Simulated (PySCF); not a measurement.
# CH5AsBN: the cost of one run

Programs: PySCF 2.14.0, with density-fitted response routines of our own. Each step states its level of theory. These are calculated values for one molecule in the gas phase, unless marked as measured. Atoms count from 0, in the outputs and in this text.

## Step 1: The molecule as given

9 atoms, charge 0, multiplicity 1; geometry from: GFN2-xTB.

Bonds of the start (Å): N0–C1 1.15, C1–B2 1.55, B2–As3 2.08, B2–H4 1.19, B2–H5 1.19, As3–H6 1.48, As3–H7 1.49, As3–H8 1.48.

## Step 2: Relaxing the molecule at PBE0-D3(BJ)/def2-SVP

Job settings and geometry (Å):

```
{"job": {"xc": "PBE0", "basis": "def2-SVP", "d3": "d3bj", "grid": 1, "kind": "geom"}, "charge": 0, "multiplicity": 1}
N      1.799047     1.899558     0.569608
C      1.439939     0.919849     0.089676
B      0.899851    -0.395499    -0.535227
As    -1.051198    -0.258784     0.180487
H      0.829860    -0.371518    -1.721301
H      1.367671    -1.379480    -0.060713
H     -1.258341    -0.140123     1.640579
H     -2.173302    -1.216891    -0.037932
H     -1.839966     0.948882    -0.150356
```

Run with:

```
$ OMP_NUM_THREADS=1 python probes_run.py task.json out
```

This one command runs all jobs of the session in turn.

**Question.** How long does this first job take on 1 thread of Intel Xeon Platinum 8559C, shared host, and how much memory does it need?

About 21 s, with a peak of 0.4 GiB.
